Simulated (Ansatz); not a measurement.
**C4H6F4: up Jacob's ladder to CCSD(T)**

An exercise on one series of results from a longer session: the logs are not shown, and one member is left open.

The runs use Ansatz 0.2.0, Gaussian basis; functionals in def2-TZVPP, the program's frozen cores in correlated methods.

Plan: LDA (SPW92), PBE-D4, revPBE-D4, BLYP-D4, r2SCAN-D4, B97M-V, PBE0-D4, B3LYP-D4, r2SCANh-D4, r2SCAN0-D4, HSE06-D4, BHLYP-D4, CAM-B3LYP-D4, LC-ωPBE, ωB97X-V, ωB97M-V, B2PLYP, PBE-QIDH; CCSD(T)/def2-SVP; CCSD(T)/def2-TZVPP; MP2/def2-QZVPP; extrapolation to the limit; RPA on PBE.

## The geometry

An earlier PBE0-D4 in a triple-zeta def2 set relaxation fixed the geometry.

SMILES `FCC(CF)C(F)F`, 14 atoms, charge 0, spin multiplicity 1.

Atoms are counted from 1 here; the program's logs count them from 0.

Bond lengths: F1–C2 1.383 Å, C2–C3 1.517 Å, C2–H9 1.093 Å, C2–H10 1.091 Å, C3–C4 1.515 Å, C3–C6 1.513 Å, C3–H11 1.095 Å, C4–F5 1.383 Å, C4–H12 1.094 Å, C4–H13 1.091 Å, C6–F7 1.362 Å, C6–F8 1.358 Å, C6–H14 1.093 Å. Angles: F1–C2–C3 109.1°, F1–C2–H9 107.9°, F1–C2–H10 108.2°, C3–C2–H9 111.6°, C3–C2–H10 110.8°, H9–C2–H10 109.1°, C2–C3–C4 111.1°, C2–C3–C6 111.2°, C2–C3–H11 108.3°, C4–C3–C6 110.9°, C4–C3–H11 108.4°, C6–C3–H11 106.7°, C3–C4–F5 109.7°, C3–C4–H12 111.1°, C3–C4–H13 110.3°, F5–C4–H12 107.9°, F5–C4–H13 108.3°, H12–C4–H13 109.4° and more.

Set-up of the first run:

The input, in.yaml:

```yaml
crystal:
  periodic: [false, false, false]
  atoms:
    - {symbol: F, position_ang: [0.662761, -1.856347, -1.407327]}
    - {symbol: C, position_ang: [-0.354883, -1.052576, -0.927599]}
    - {symbol: C, position_ang: [0.160721, -0.249174, 0.252010]}
    - {symbol: C, position_ang: [1.235178, 0.726570, -0.180979]}
    - {symbol: F, position_ang: [1.796702, 1.327342, 0.931387]}
    - {symbol: C, position_ang: [-0.966498, 0.468748, 0.961112]}
    - {symbol: F, position_ang: [-1.647201, 1.261518, 0.087011]}
    - {symbol: F, position_ang: [-1.855393, -0.428504, 1.460154]}
    - {symbol: H, position_ang: [-0.683500, -0.403443, -1.743598]}
    - {symbol: H, position_ang: [-1.183895, -1.695268, -0.626004]}
    - {symbol: H, position_ang: [0.596724, -0.944563, 0.976968]}
    - {symbol: H, position_ang: [0.818568, 1.514896, -0.815172]}
    - {symbol: H, position_ang: [2.025455, 0.204031, -0.722996]}
    - {symbol: H, position_ang: [-0.617638, 1.097671, 1.783734]}
basis:
  gaussian: {orbitals: def2-TZVPP}
hamiltonian: {xc: lda}
output: {orbitals: {seedname: orbitals}}
```

Started as:

```bash
> ansatz run in.yaml --threads 2 --pin off --events-out ev --progress --plain --max-ram 32768MiB --backend cuda --devices 0, --max-vram 18GiB
```

Among the steps run: LDA; PBE-D4 (GGA); revPBE-D4 (GGA); BLYP-D4 (GGA); r2SCAN-D4 (meta-GGA); B97M-V (meta-GGA); B3LYP-D4 (hybrid); r2SCANh-D4 (hybrid); r2SCAN0-D4 (hybrid); HSE06-D4 (hybrid); BHLYP-D4 (hybrid); CAM-B3LYP-D4 (range-separated); LC-ωPBE (range-separated); ωB97X-V (range-separated); ωB97M-V (range-separated); B2PLYP (double hybrid); PBE-QIDH (double hybrid).

One table of the session follows, with a row left open; its other results are not shown here.

| functional | HOMO (eV) | LUMO (eV) | gap (eV) |
| --- | --- | --- | --- |
| LDA (SPW92) | -8.00 | -0.07 | 7.93 |
| PBE-D4 | -7.84 | 0.25 | 8.09 |
| revPBE-D4 | -7.77 | 0.39 | 8.16 |
| BLYP-D4 | -7.82 | 0.30 | 8.12 |
| r2SCAN-D4 | ? | ? | ? |
| B97M-V | -8.40 | 0.55 | 8.95 |
| PBE0-D4 | -9.58 | 1.26 | 10.83 |
| B3LYP-D4 | -9.37 | 0.92 | 10.29 |
| r2SCANh-D4 | -8.87 | 1.10 | 9.98 |
| r2SCAN0-D4 | -9.84 | 1.59 | 11.43 |
| HSE06-D4 | -9.17 | 0.88 | 10.04 |
| BHLYP-D4 | -11.29 | 2.02 | 13.31 |
| CAM-B3LYP-D4 | -11.11 | 2.14 | 13.26 |
| LC-ωPBE | -12.37 | 3.51 | 15.89 |
| ωB97X-V | -12.06 | 3.31 | 15.37 |
| ωB97M-V | -11.97 | 2.89 | 14.86 |

Estimate the missing values for r2SCAN-D4.

Worked estimate for «HOMO (eV)». Against the share of exact exchange, r2SCANh-D4 (0.1, -8.87), r2SCAN0-D4 (0.25, -9.84) give a slope of -6.47 per unit share; at 0 the line stands at -8.22.

The run gave: HOMO (eV): -8.23; LUMO (eV): 0.75; gap (eV): 8.98. In «HOMO (eV)» the line misses by +0.01.
